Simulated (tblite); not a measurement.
# C8H15P: the cost of one run

Programs: tblite 0.8.0 and PySCF 2.14.0, with density-fitted response routines of our own. Each step states its level of theory. These are calculated values for one molecule in the gas phase, unless marked as measured. Atoms are numbered from 0 throughout.

### 1 Starting geometry

24 atoms, charge 0, multiplicity 1; geometry from: force field or distance geometry start.

Bonds of the start (Å): C0–C1 1.33, C1–C2 1.47, C2–C3 1.51, C3–P4 1.78, P4–C5 1.79, C5–C6 1.48, C6–C7 1.53, C6–C8 1.51, P4–C2 1.87, C0–H9 1.07, C0–H10 1.08, C1–H11 1.08, C2–H12 1.10, C3–H13 1.11, C3–H14 1.11, C5–H15 1.12, C5–H16 1.13, C6–H17 1.11, C7–H18 1.10, C7–H19 1.12, C7–H20 1.10, C8–H21 1.13, C8–H22 1.09, C8–H23 1.12.

### 2 Optimising the geometry with GFN2-xTB

Job settings and geometry (Å):

```
{"job": {"kind": "relax", "xc": "GFN2-xTB", "basis": "xTB"}, "charge": 0, "multiplicity": 1}
C      4.310700     0.156700    -0.242800
C      3.175100    -0.356300    -0.700200
C      1.964400    -0.308700     0.137100
C      1.136200    -1.545300     0.377400
P      0.397100    -0.492600    -0.860100
C     -0.883200     0.746900    -0.704300
C     -2.161000     0.427100    -0.037000
C     -2.886600    -0.708800    -0.753800
C     -2.073100     0.194200     1.447900
H      5.170900     0.092700    -0.879700
H      4.427400     0.644600     0.708000
H      3.100800    -0.846300    -1.661200
H      1.975200     0.371000     1.008100
H      0.771900    -1.674400     1.417100
H      1.653000    -2.465300     0.018500
H     -1.164000     1.105700    -1.723200
H     -0.462700     1.672600    -0.214200
H     -2.829500     1.301700    -0.158300
H     -2.253600    -1.164200    -1.531000
H     -3.823200    -0.295400    -1.208500
H     -3.211000    -1.438400     0.000400
H     -1.972100     1.171100     1.997100
H     -1.311700    -0.508500     1.795000
H     -3.063000    -0.226900     1.775200
```

Started as:

```sh
$ OMP_NUM_THREADS=1 python probes_run.py task.json out
```

This one command runs all jobs of the session in turn.

Q: Estimate the wall time of this first job on 1 thread of Arm Neoverse V1, shared host.

About 1.7 s.
